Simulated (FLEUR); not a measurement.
# AlNi3: single point with PBEsol

The system is AlNi3.

```xyz
4
Lattice="3.5231 0.0000 0.0000 0.0000 3.5231 0.0000 0.0000 0.0000 3.5231" Properties=species:S:1:pos:R:3 pbc="T T T"
Ni    1.7615    1.7615    0.0000
Ni    1.7615    0.0000    1.7615
Ni    0.0000    1.7615    1.7615
Al    0.0000    0.0000    0.0000
```

The cell is a database's computed one.

```
Program             : FLEUR MaX-R8.1 (later development tree)
Task                : single point
Functional          : PBEsol
Potentials or basis : all-electron
Basis               : FLAPW
Kmax                : 4.64 1/bohr
k mesh              : 8 × 8 × 8
Occupations         : fermi-dirac, width 0.05 eV
Spin                : collinear spin, ferromagnetic start
Starting moments    : [1.001, 1.001, 1.001, 0.0] μB
```

```yaml
Band_gap_on_the_k_mesh: none (metal or under the smearing width)
Net_moment: 0.66 μB per cell
Site_moments: Ni +0.24; Al -0.01 μB
Valence_electrons_inside_the_program's_atomic_spheres: Ni 16.72; Al 9.21 (radii Ni 2.11, Al 2.11 bohr)
```

Levels at points of the mesh, in eV from the Fermi level:
Spin up:
```
           k point  band 31  band 32  band 33  band 34  band 35  band 36
(0.00, 0.00, 0.00)    -0.03    -0.03     0.81     0.81     0.81     6.71
(0.00, 0.00, 0.50)    -1.06    -0.48    -0.03     5.62     5.62     5.65
(0.00, 0.50, 0.50)    -0.99    -0.97    -0.58     0.91     0.91     8.26
(0.50, 0.50, 0.50)    -1.07    -0.34    -0.21    -0.21    -0.21     3.63
```
Spin down:
| k point | band 30 | band 31 | band 32 | band 33 | band 34 | band 35 |
| --- | --- | --- | --- | --- | --- | --- |
| (0.00, 0.00, 0.00) | 0.35 | 0.35 | 0.35 | 0.79 | 0.79 | 0.79 |
| (0.00, 0.00, 0.50) | -0.97 | -0.84 | -0.29 | 0.35 | 5.67 | 5.67 |
| (0.00, 0.50, 0.50) | -1.11 | -0.78 | -0.63 | -0.45 | 1.17 | 1.17 |
| (0.50, 0.50, 0.50) | -0.90 | -0.90 | -0.34 | 0.12 | 0.12 | 0.12 |

Core levels (eV from the Fermi level):
```
atom                                                   levels
1 Ni  1s1/2 -8194.5, 2s1/2 -972.5, 2p1/2 -847.6, 2p3/2 -830.1
2 Ni  1s1/2 -8194.5, 2s1/2 -972.5, 2p1/2 -847.6, 2p3/2 -830.1
3 Ni  1s1/2 -8194.5, 2s1/2 -972.5, 2p1/2 -847.6, 2p3/2 -830.1
4 Al                                            1s1/2 -1501.6
```

Run time: 7.7 min on 1 thread of Arm Neoverse V2, on a shared host, peak memory 0.09 GiB.
